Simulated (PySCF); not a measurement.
# O2ZnH2 in PySCF: further runs

One molecule, O2ZnH2, is run at these levels: HF, PBE, PBE0; tasks: MP2 correlation energy, RPA correlation energy, G0W0 quasiparticle levels, excitation energies (Tamm-Dancoff), CCSD(T) correlation energy.

Everything below comes from runs of PySCF 2.14.0. Logs are shortened: lines on timing, memory, paths and dates and some standing lists are left out, and cuts for length are marked.

### 1 The structure

The cell holds a molecule in a box, 5 atoms: a = 12.000 Å, b = 10.000 Å, c = 13.000 Å, α = 90.00°, β = 90.00°, γ = 90.00°.

### 2 MP2 correlation energy, HF

Contents of run.py:

```python
import json
import numpy as np
from pyscf.pbc import gto, scf, dft, df
from pyscf.pbc.tools import pyscf_ase
from ase.io import read

atoms = read('ZnH2O2.cif')
cell = pyscf_ase.cell_from_ase(atoms)
cell.basis = 'def2-svp'
cell.exp_to_discard = 0
cell.precision = 1e-08
cell.max_memory = 2520  # MB
cell.verbose = 4
cell.build()

res = {}
kpts = cell.make_kpts([1, 1, 1])
mf = scf.KRHF(cell, kpts, exxdiv='ewald')
mf = mf.density_fit()
mf.with_df._cderi = 'cderi.h5'  # three-centre integrals saved by an earlier run on this cell, basis and mesh
mf.conv_tol = 1e-08
mf.max_cycle = 60

mf.kernel()
res.update(converged=bool(mf.converged), e_tot=mf.e_tot, nelec=cell.nelectron, nao=cell.nao, mesh=list(map(int, cell.mesh)), a=cell.lattice_vectors().tolist(), coords=cell.atom_coords().tolist(),
           mo_energy=[np.real(x).tolist() for x in mf.mo_energy], mo_occ=[np.real(x).tolist() for x in mf.mo_occ])
import h5py
print('fit functions by k pair:', sorted({v['0'].shape[0] for v in h5py.File(mf.with_df._cderi)['j3c'].values()}))
res.update(kpts=cell.get_scaled_kpts(kpts).tolist())
res['parts'] = {k: float(np.real(v)) for k, v in mf.scf_summary.items() if np.isscalar(v)}
json.dump(res, open('results.json', 'w'))
if not mf.converged:
    raise SystemExit('SCF not converged')

print('levels (eV)')
for i, kp in enumerate(res['kpts'][:40]):
    print('k %7.4f %7.4f %7.4f  ' % tuple(kp), ' '.join('%.3f' % (x * 27.211386) for x in res['mo_energy'][i][:29]))

# Mulliken populations
dm, s = np.asarray(mf.make_rdm1()), np.asarray(mf.get_ovlp())
sites = cell.aoslice_by_atom()[:, 2:]
tot = np.einsum('kij,kji->i', dm, s).real / len(kpts)
res['mulliken'] = [cell.atom_charge(i) - tot[a0:a1].sum() for i, (a0, a1) in enumerate(sites)]
print('Mulliken charges', np.round(res['mulliken'], 5))

from pyscf.pbc import mp
pt = mp.KMP2(mf, frozen=7)
pt.kernel(with_t2=False)
res.update(e_corr=pt.e_corr, e_ss=getattr(pt, 'e_corr_ss', None), e_os=getattr(pt, 'e_corr_os', None))
res['done'] = True
json.dump(res, open('results.json', 'w'))
```

Contents of ZnH2O2.cif:

```cif
data_ZnH2O2
_cell_length_a 12.00000000
_cell_length_b 10.00000000
_cell_length_c 13.00000000
_cell_angle_alpha 90.00000000
_cell_angle_beta 90.00000000
_cell_angle_gamma 90.00000000
_space_group_name_H-M_alt 'P1'
_space_group_name_Hall 'P 1'
_space_group_IT_number 1
loop_
_space_group_symop_operation_xyz
'x,y,z'
loop_
_atom_site_label
_atom_site_type_symbol
_atom_site_symmetry_multiplicity
_atom_site_Wyckoff_symbol
_atom_site_fract_x
_atom_site_fract_y
_atom_site_fract_z
_atom_site_occupancy
O1 O 1 a 0.4465083300 0.4650750000 0.3765230800 1
Zn1 Zn 1 a 0.5096166700 0.4741950000 0.4990000000 1
O2 O 1 a 0.5754916700 0.4669450000 0.6203000000 1
H1 H 1 a 0.3763916700 0.5104150000 0.3707230800 1
H2 H 1 a 0.6257750000 0.5391250000 0.6345076900 1
```

Potentials or basis: def2-svp (all-electron).

Started as:

```bash
$ OMP_NUM_THREADS=2 python -u run.py > log
```

Standard output:

```text
Discarded 0 diffused primitive functions, 0 contracted functions

PySCF version 2.14.0

[INPUT] verbose = 4
[INPUT] num. atoms = 5
[INPUT] num. electrons = 48
[INPUT] charge = 0
[INPUT] spin (= nelec alpha-beta = 2S) = 0
[INPUT] symmetry False subgroup None
[INPUT] Mole.unit = angstrom
[INPUT] Symbol           X                Y                Z      unit          X                Y                Z       unit  Magmom
[INPUT]  1 O      5.358099960000   4.650750000000   4.894800040000 AA   10.125341472443   8.788643773821   9.249831510110 Bohr   0.0
[INPUT]  2 Zn     6.115400040000   4.741950000000   6.487000000000 AA   11.556431217754   8.960986796381  12.258653370054 Bohr   0.0
[INPUT]  3 O      6.905900040000   4.669450000000   8.063900000000 AA   13.050259719223   8.823981652350  15.238562495880 Bohr   0.0
[INPUT]  4 H      4.516700040000   5.104150000000   4.819400040000 AA    8.535326062412   9.645445598699   9.107346160318 Bohr   0.0
[INPUT]  5 H      7.509300000000   5.391250000000   8.248599970000 AA   14.190520387196  10.187985969061  15.587594854396 Bohr   0.0

nuclear repulsion = 32.9095858895085
number of shells = 29
number of NR pGTOs = 135
number of NR cGTOs = 69
basis = def2-svp
ecp = {}
lattice vectors  a1 [22.676713495, 0.000000000, 0.000000000]
                 a2 [0.000000000, 18.897261246, 0.000000000]
                 a3 [0.000000000, 0.000000000, 24.566439619]
dimension = 3
low_dim_ft_type = None
Cell volume = 10527.4
exp_to_discard = 0
rcut = 33.10003720021863 (nimgs = [2 2 2])
precision = 1e-08
pseudo = None
ke_cutoff = 5330784.793297024
    = [23571 19643 25535] mesh (11822836581855 PWs)

******** <class 'pyscf.pbc.scf.khf.KRHF'> ********
method = KRHF
initial guess = minao
damping factor = 0
level_shift factor = 0
DIIS = <class 'pyscf.scf.diis.CDIIS'>
diis_start_cycle = 1
diis_space = 8
diis_damp = 0
SCF conv_tol = 1e-08
SCF conv_tol_grad = None
SCF max_cycles = 60
direct_scf = True
direct_scf_tol = 1e-13

******** PBC SCF flags ********
N kpts = 1
Exchange divergence treatment (exxdiv) = ewald
    madelung (= occupied orbital energy shift) = 0.12706052843129118
    Total energy shift due to Ewald probe charge = -1/2 * Nelec*madelung = -3.04945268235
DF object = <pyscf.pbc.df.df.GDF object>
Set gradient conv threshold to 0.0001

******** <class 'pyscf.pbc.df.rsdf_builder._RSNucBuilder'> ********
mesh = [43 37 47] (74777 PWs)
ke_cutoff = 16.92809565338868
omega = 0.5036210899858896
exclude_d_aux = False
exclude_dd_block = True
j2c_eig_always = False
has_long_range = True
init E= -1915.63932713517
  HOMO = -0.432771673807  LUMO = -0.0430195968754  gap/eV = 10.60569
cycle= 1 E= -1915.11822533354  delta_E= 0.521  |g|= 0.927  |ddm|= 2.37
  HOMO = -0.347225489862  LUMO = 0.0727258773981  gap/eV = 11.42746
cycle= 2 E= -1915.19390853858  delta_E= -0.0757  |g|= 0.679  |ddm|= 0.986
  HOMO = -0.441913944093  LUMO = 0.0718391852129  gap/eV = 13.97993
cycle= 3 E= -1915.26307521422  delta_E= -0.0692  |g|= 0.0484  |ddm|= 0.398
  HOMO = -0.443365948573  LUMO = 0.0729377136598  gap/eV = 14.04934
cycle= 4 E= -1915.26369774563  delta_E= -0.000623  |g|= 0.0185  |ddm|= 0.0598
  HOMO = -0.439656652467  LUMO = 0.0736221657072  gap/eV = 13.96703
cycle= 5 E= -1915.26379463653  delta_E= -9.69e-05  |g|= 0.00573  |ddm|= 0.0222
  HOMO = -0.440476757089  LUMO = 0.073350199253  gap/eV = 13.98194
cycle= 6 E= -1915.26380904079  delta_E= -1.44e-05  |g|= 0.00151  |ddm|= 0.00894
  HOMO = -0.440401486053  LUMO = 0.073233754897  gap/eV = 13.97673
cycle= 7 E= -1915.26381123362  delta_E= -2.19e-06  |g|= 0.000367  |ddm|= 0.00418
  HOMO = -0.440394636832  LUMO = 0.0732117125845  gap/eV = 13.97594
cycle= 8 E= -1915.26381134861  delta_E= -1.15e-07  |g|= 8e-05  |ddm|= 0.00101
  HOMO = -0.440385261294  LUMO = 0.0732097450551  gap/eV = 13.97563
cycle= 9 E= -1915.26381135303  delta_E= -4.42e-09  |g|= 2.65e-05  |ddm|= 0.000204
  HOMO = -0.440382201153  LUMO = 0.0732096959584  gap/eV = 13.97555
Extra cycle  E= -1915.26381135348  delta_E= -4.47e-10  |g|= 1.31e-05  |ddm|= 5.15e-05
converged SCF energy = -1915.26381135348
fit functions by k pair: [209]
levels (eV)
k  0.0000  0.0000  0.0000   -9518.607 -1152.122 -1017.164 -1017.062 -1017.058 -557.611 -557.609 -151.462 -101.581 -101.366 -101.365 -33.686 -33.294 -21.469 -21.375 -21.161 -20.973 -20.970 -16.083 -15.913 -12.720 -12.398 -12.015 -11.983 1.992 6.066 6.438 6.637 7.477
Mulliken charges [-0.73539  1.08825 -0.73567  0.1913   0.19151]

******** <class 'pyscf.pbc.mp.kmp2.KMP2'> ********
nkpts = 1
nocc = 17
nmo = 62
with_df_ints = True
frozen orbitals = 7
E(KMP2) = -1916.0433105998  E_corr = -0.77949924632817
E(SCS-KMP2) = -1915.97253533994  E_corr = -0.708723986459669
E_corr(same-spin) = -0.261548202847079
E_corr(oppo-spin) = -0.517951043481091
```

Wall time 5.3 s (2 threads of Arm Neoverse V1, shared host); peak memory 1.9 GiB.

What came out:

| Quantity | Value |
| --- | --- |
| Free energy | -52116.9833 eV |
| Gap between the frontier levels | 13.98 eV |
| Mulliken charges | O -0.74; Zn +1.09; H +0.19 e |
| MP2 correlation energy per cell | -21.211 eV |

Caveat: the basis is small and the box finite, so much correlation energy is missing and levels can be off by tenths of an eV; Mulliken charges move with the basis; this is a molecule in a periodic box at the Γ point, so its band gap is the HOMO-LUMO gap; total energy, band gap and charges are those of the mean-field reference; the basis of atomic orbitals isn't converged, which shifts pressures, moduli and gaps.

### 3 RPA correlation energy, PBE

run.py, as its differences from that of step 2:

```diff
@@ -17,3 +17,3 @@
 kpts = cell.make_kpts([1, 1, 1])
-mf = scf.KRHF(cell, kpts, exxdiv='ewald')
+mf = dft.KRKS(cell, kpts, xc='pbe')
 mf = mf.density_fit()
@@ -45,6 +45,9 @@
 
-from pyscf.pbc import mp
-pt = mp.KMP2(mf, frozen=7)
-pt.kernel(with_t2=False)
-res.update(e_corr=pt.e_corr, e_ss=getattr(pt, 'e_corr_ss', None), e_os=getattr(pt, 'e_corr_os', None))
+from pyscf.pbc.gw.krpa import KRPA
+rpa = KRPA(mf, frozen=7)
+rpa.kernel()
+res.update(e_corr=rpa.e_corr, e_hf=rpa.e_hf, e_rpa=rpa.e_tot)
+rpa.fc = True  # again, with the correction for q -> 0
+rpa.kernel()
+res['e_corr_fc'] = rpa.e_corr
 res['done'] = True
```

ZnH2O2.cif is that of step 2.

Potentials or basis: def2-svp (all-electron).

Started as:

```bash
$ OMP_NUM_THREADS=2 python -u run.py > log
```

Standard output:

```text
Discarded 0 diffused primitive functions, 0 contracted functions

PySCF version 2.14.0

[INPUT] verbose = 4
[INPUT] num. atoms = 5
[INPUT] num. electrons = 48
[INPUT] charge = 0
[INPUT] spin (= nelec alpha-beta = 2S) = 0
[INPUT] symmetry False subgroup None
[INPUT] Mole.unit = angstrom
[INPUT] Symbol           X                Y                Z      unit          X                Y                Z       unit  Magmom
[INPUT]  1 O      5.358099960000   4.650750000000   4.894800040000 AA   10.125341472443   8.788643773821   9.249831510110 Bohr   0.0
[INPUT]  2 Zn     6.115400040000   4.741950000000   6.487000000000 AA   11.556431217754   8.960986796381  12.258653370054 Bohr   0.0
[INPUT]  3 O      6.905900040000   4.669450000000   8.063900000000 AA   13.050259719223   8.823981652350  15.238562495880 Bohr   0.0
[INPUT]  4 H      4.516700040000   5.104150000000   4.819400040000 AA    8.535326062412   9.645445598699   9.107346160318 Bohr   0.0
[INPUT]  5 H      7.509300000000   5.391250000000   8.248599970000 AA   14.190520387196  10.187985969061  15.587594854396 Bohr   0.0

nuclear repulsion = 32.9095858895085
number of shells = 29
number of NR pGTOs = 135
number of NR cGTOs = 69
basis = def2-svp
ecp = {}
lattice vectors  a1 [22.676713495, 0.000000000, 0.000000000]
                 a2 [0.000000000, 18.897261246, 0.000000000]
                 a3 [0.000000000, 0.000000000, 24.566439619]
[... 78 lines left out ...]
cycle= 8 E= -1930.25501818411  delta_E= -3.27e-06  |g|= 0.000916  |ddm|= 0.00373
  HOMO = -0.208575396063  LUMO = -0.0438338788631  gap/eV = 4.48285
nelec by numeric integration = 48.00000253314555
cycle= 9 E= -1930.25501834563  delta_E= -1.62e-07  |g|= 0.000101  |ddm|= 0.000739
  HOMO = -0.208579953163  LUMO = -0.0438348868356  gap/eV = 4.48294
nelec by numeric integration = 48.00000253314482
cycle= 10 E= -1930.2550183472  delta_E= -1.57e-09  |g|= 3.02e-05  |ddm|= 6.67e-05
  HOMO = -0.208588211246  LUMO = -0.0438358598131  gap/eV = 4.48314
nelec by numeric integration = 48.00000253309088
Extra cycle  E= -1930.25501834642  delta_E= 7.84e-10  |g|= 7.03e-05  |ddm|= 0.000109
converged SCF energy = -1930.25501834642
fit functions by k pair: [209]
levels (eV)
k  0.0000  0.0000  0.0000   -9407.143 -1134.079 -1000.298 -1000.297 -1000.176 -509.193 -509.189 -125.537 -82.937 -82.935 -82.902 -22.741 -22.451 -12.490 -11.437 -11.170 -10.942 -10.941 -9.902 -9.318 -6.912 -6.512 -5.683 -5.676 -1.193 1.660 1.771 2.037 3.082
Mulliken charges [-0.50284  0.66998 -0.50312  0.16788  0.1681 ]

******** <class 'pyscf.pbc.gw.krpa.KRPA'> ********
method = KRPA
RPA nocc = 17, nvir = 45, nkpts = 1
frozen orbitals = 7
grid type = legendre
outcore mode = False
RPA finite size corrections = False
ACFD exchange energy = False

******** <class 'pyscf.pbc.gw.krpa.KRPA'> ********
method = KRPA
RPA nocc = 17, nvir = 45, nkpts = 1
frozen orbitals = 7
grid type = legendre
outcore mode = False
RPA finite size corrections = True
ACFD exchange energy = False
```

It took 18 s on 2 threads of Arm Neoverse V1, shared host; peak memory 1.9 GiB.

Results:

| Property | Result |
| --- | --- |
| Free energy | -52524.9149 eV |
| Gap between the frontier levels, mean-field level | 4.48 eV |
| Mulliken charges | O -0.50; Zn +0.67; H +0.17 e |
| RPA correlation energy | -5.517 eV/atom |
| RPA correlation energy per cell | -27.587 eV |

Levels at points of the mesh, in eV from the valence-band top:
```csv
k point,band 20,band 21,band 22,band 23,band 24,band 25,band 26,band 27
"(0.00, 0.00, 0.00)",-3.64,-1.24,-0.84,-0.01,0.00,4.48,7.34,7.45
```

Caveat: the basis is small and the box finite, so much correlation energy is missing and levels can be off by tenths of an eV; Mulliken charges move with the basis; this is a molecule in a periodic box at the Γ point, so its band gap is the HOMO-LUMO gap; total energy, band gap and charges are those of the mean-field reference; the basis of atomic orbitals isn't converged, which shifts pressures, moduli and gaps.

### 4 G0W0 quasiparticle levels, PBE0

run.py, as its differences from that of step 3:

```diff
@@ -17,3 +17,3 @@
 kpts = cell.make_kpts([1, 1, 1])
-mf = dft.KRKS(cell, kpts, xc='pbe')
+mf = dft.KRKS(cell, kpts, xc='pbe0', exxdiv='ewald')
 mf = mf.density_fit()
@@ -45,9 +45,9 @@
 
-from pyscf.pbc.gw.krpa import KRPA
-rpa = KRPA(mf, frozen=7)
-rpa.kernel()
-res.update(e_corr=rpa.e_corr, e_hf=rpa.e_hf, e_rpa=rpa.e_tot)
-rpa.fc = True  # again, with the correction for q -> 0
-rpa.kernel()
-res['e_corr_fc'] = rpa.e_corr
+from pyscf.pbc.gw.krgw_ac import KRGWAC
+gw = KRGWAC(mf, frozen=7)
+gw.fc = True
+orbs = list(range(21, 27))
+gw.kernel(orbs=orbs)
+res['orbs'] = orbs
+res['qp'] = np.asarray(gw.mo_energy).real.tolist()
 res['done'] = True
```

ZnH2O2.cif is that of step 3.

Potentials or basis: def2-svp (all-electron).

Started as:

```bash
$ OMP_NUM_THREADS=2 python -u run.py > log
```

Standard output:

```text
Discarded 0 diffused primitive functions, 0 contracted functions

PySCF version 2.14.0

[INPUT] verbose = 4
[INPUT] num. atoms = 5
[INPUT] num. electrons = 48
[INPUT] charge = 0
[INPUT] spin (= nelec alpha-beta = 2S) = 0
[INPUT] symmetry False subgroup None
[INPUT] Mole.unit = angstrom
[INPUT] Symbol           X                Y                Z      unit          X                Y                Z       unit  Magmom
[INPUT]  1 O      5.358099960000   4.650750000000   4.894800040000 AA   10.125341472443   8.788643773821   9.249831510110 Bohr   0.0
[INPUT]  2 Zn     6.115400040000   4.741950000000   6.487000000000 AA   11.556431217754   8.960986796381  12.258653370054 Bohr   0.0
[INPUT]  3 O      6.905900040000   4.669450000000   8.063900000000 AA   13.050259719223   8.823981652350  15.238562495880 Bohr   0.0
[INPUT]  4 H      4.516700040000   5.104150000000   4.819400040000 AA    8.535326062412   9.645445598699   9.107346160318 Bohr   0.0
[INPUT]  5 H      7.509300000000   5.391250000000   8.248599970000 AA   14.190520387196  10.187985969061  15.587594854396 Bohr   0.0

nuclear repulsion = 32.9095858895085
number of shells = 29
number of NR pGTOs = 135
number of NR cGTOs = 69
basis = def2-svp
ecp = {}
lattice vectors  a1 [22.676713495, 0.000000000, 0.000000000]
                 a2 [0.000000000, 18.897261246, 0.000000000]
                 a3 [0.000000000, 0.000000000, 24.566439619]
dimension = 3
low_dim_ft_type = None
Cell volume = 10527.4
exp_to_discard = 0
rcut = 33.10003720021863 (nimgs = [2 2 2])
precision = 1e-08
pseudo = None
ke_cutoff = 5330784.793297024
    = [23571 19643 25535] mesh (11822836581855 PWs)

******** <class 'pyscf.pbc.dft.krks.KRKS'> ********
method = KRKS
[... 51 lines left out ...]
cycle= 3 E= -1927.00608324824  delta_E= -0.987  |g|= 0.121  |ddm|= 1.95
  HOMO = -0.268907856593  LUMO = -0.0124422032362  gap/eV = 6.97879
nelec by numeric integration = 48.000002192228294
cycle= 4 E= -1927.00840341234  delta_E= -0.00232  |g|= 0.0872  |ddm|= 0.168
  HOMO = -0.275405829762  LUMO = -0.0147737086838  gap/eV = 7.09216
nelec by numeric integration = 48.000002334677916
cycle= 5 E= -1927.00938924275  delta_E= -0.000986  |g|= 0.0116  |ddm|= 0.048
  HOMO = -0.274846386287  LUMO = -0.0138206063104  gap/eV = 7.10287
nelec by numeric integration = 48.00000232203675
cycle= 6 E= -1927.00941129645  delta_E= -2.21e-05  |g|= 0.00139  |ddm|= 0.00947
  HOMO = -0.274986626035  LUMO = -0.0138036231916  gap/eV = 7.10715
nelec by numeric integration = 48.000002323252204
cycle= 7 E= -1927.00941162603  delta_E= -3.3e-07  |g|= 0.00033  |ddm|= 0.0011
  HOMO = -0.274995691748  LUMO = -0.0138056882414  gap/eV = 7.10734
nelec by numeric integration = 48.00000232329694
cycle= 8 E= -1927.00941162894  delta_E= -2.91e-09  |g|= 0.0003  |ddm|= 0.00043
  HOMO = -0.275020842374  LUMO = -0.0138067646225  gap/eV = 7.10800
nelec by numeric integration = 48.00000232348774
cycle= 9 E= -1927.00941164645  delta_E= -1.75e-08  |g|= 3.52e-05  |ddm|= 0.000231
  HOMO = -0.275021541373  LUMO = -0.0138078685058  gap/eV = 7.10799
nelec by numeric integration = 48.00000232356652
cycle= 10 E= -1927.00941164667  delta_E= -2.28e-10  |g|= 2.52e-06  |ddm|= 4.09e-05
  HOMO = -0.275021091408  LUMO = -0.013807781371  gap/eV = 7.10798
nelec by numeric integration = 48.00000232357547
Extra cycle  E= -1927.00941164667  delta_E= 2.27e-13  |g|= 3.1e-06  |ddm|= 5.69e-06
converged SCF energy = -1927.00941164667
fit functions by k pair: [209]
levels (eV)
k  0.0000  0.0000  0.0000   -9434.946 -1138.778 -1004.653 -1004.651 -1004.576 -521.419 -521.416 -132.418 -87.927 -87.926 -87.906 -25.723 -25.403 -14.843 -14.157 -13.990 -13.800 -13.799 -11.757 -11.315 -8.579 -8.169 -7.484 -7.484 -0.376 2.638 2.739 3.063 4.245
Mulliken charges [-0.57736  0.79587 -0.57764  0.17946  0.17967]

******** <class 'pyscf.pbc.gw.krgw_ac.KRGWAC'> ********
method = KRGWAC
GW nocc = 17, nvir = 45, nkpts = 1
frozen orbitals = 7
orbital list = [21, 22, 23, 24, 25, 26]
off-diagonal self-energy = False
GW density matrix = False
density-fitting for exchange = False
outcore for self-energy= False
finite size corrections = True
grids for finite size corrections = False
broadening parameter = 5.000e-03
number of grids = 100
analytic continuation method = pade
imaginary frequency cutoff = 5.0
Pade points = 18
Pade step ratio = 0.667
use perturbative linearized QP eqn = False
QPE max iter = 100
QPE tolerance = 1.0e-06

WARN: GW QP energies may not be sorted from min to max
```

It took 13 s on 2 threads of Arm Neoverse V1, shared host; peak memory 1.9 GiB.

Results:

| Quantity | Value |
| --- | --- |
| Free energy | -52436.5974 eV |
| Gap between the frontier levels, mean-field level | 7.11 eV |
| Mulliken charges | O -0.58; Zn +0.80; H +0.18 e |
| Quasiparticle gap | 11.42 eV |

Levels at points of the mesh, in eV from the valence-band top:
| k point | band 22 | band 23 | band 24 | band 25 | band 26 | band 27 |
| --- | --- | --- | --- | --- | --- | --- |
| (0.00, 0.00, 0.00) | -0.69 | 0.00 | 0.00 | 7.11 | 10.12 | 10.22 |

Caveat: the basis is small and the box finite, so much correlation energy is missing and levels can be off by tenths of an eV; Mulliken charges move with the basis; this is a molecule in a periodic box at the Γ point, so its band gap is the HOMO-LUMO gap; total energy, band gap and charges are those of the mean-field reference; the basis of atomic orbitals isn't converged, which shifts pressures, moduli and gaps.

(Part 1 of 2 ends here.)
